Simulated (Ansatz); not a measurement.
# C₂H₅BSe: small, medium and large basis sets

Aim: see how fast density functionals converge with the basis set for C₂H₅BSe.

The runs use Ansatz 0.2.0, Gaussian basis; one geometry, several basis sets.

Levels to be run: PBE0-D4/def2-SVP; ωB97M-V/def2-SVP; PBE0-D4/def2-QZVPP; ωB97M-V/def2-QZVPP; the functionals' def2-TZVPP values are taken from earlier runs.

**1. The geometry**

An earlier PBE0-D4 in a triple-zeta def2 set relaxation fixed the geometry.

9 atoms, charge 0, spin multiplicity 1.

Atoms are counted from 1 here; the program's logs count them from 0.

Bond lengths: B1–Se2 1.889 Å, B1–H5 1.192 Å, B1–H6 1.191 Å, Se2–C3 1.901 Å, C3–C4 1.323 Å, C3–H7 1.085 Å, C4–H8 1.084 Å, C4–H9 1.084 Å. Angles: Se2–B1–H5 120.1°, Se2–B1–H6 116.4°, H5–B1–H6 123.5°, B1–Se2–C3 101.5°, Se2–C3–C4 122.8°, Se2–C3–H7 114.5°, C4–C3–H7 122.7°, C3–C4–H8 120.5°, C3–C4–H9 122.4°, H8–C4–H9 117.2°.

**2. PBE0-D4 in def2-SVP**

The input, in.yaml:

```yaml
crystal:
  periodic: [false, false, false]
  atoms:
    - {symbol: B, position_ang: [0.188942, 2.068726, -0.728498]}
    - {symbol: Se, position_ang: [-0.125046, 0.288504, -1.276447]}
    - {symbol: C, position_ang: [-0.021116, -0.640185, 0.378599]}
    - {symbol: C, position_ang: [-0.187624, -1.949275, 0.477804]}
    - {symbol: H, position_ang: [0.381059, 2.314551, 0.421873]}
    - {symbol: H, position_ang: [0.181020, 2.895758, -1.584868]}
    - {symbol: H, position_ang: [0.186063, -0.009023, 1.235891]}
    - {symbol: H, position_ang: [-0.120160, -2.440599, 1.442015]}
    - {symbol: H, position_ang: [-0.394739, -2.574856, -0.383470]}
basis:
  gaussian: {orbitals: def2-SVP}
hamiltonian: {xc: pbe0, dispersion: d4}
output: {orbitals: {seedname: orbitals}}
```

On the command line:

```console
ansatz run in.yaml --threads 2 --pin off --events-out ev --progress --plain --max-ram 4352MiB
```

Further steps of the session: ωB97M-V in def2-SVP; PBE0-D4 in def2-QZVPP; ωB97M-V in def2-QZVPP.

**Question.** What will the summary of the whole plan be? Wanted: PBE0-D4: double and triple zeta above quadruple; ωB97M-V: double and triple zeta above quadruple.

As calculated:

| quantity | value |
| --- | --- |
| PBE0-D4: double and triple zeta above quadruple | 12.64, 1.53 eV |
| ωB97M-V: double and triple zeta above quadruple | 12.77, 1.48 eV |

PBE0-D4 gains 11.10 eV from double to triple zeta, then 1.53 eV more. These are total energies; as a rule much of such shifts cancels in differences, which this series doesn't test.
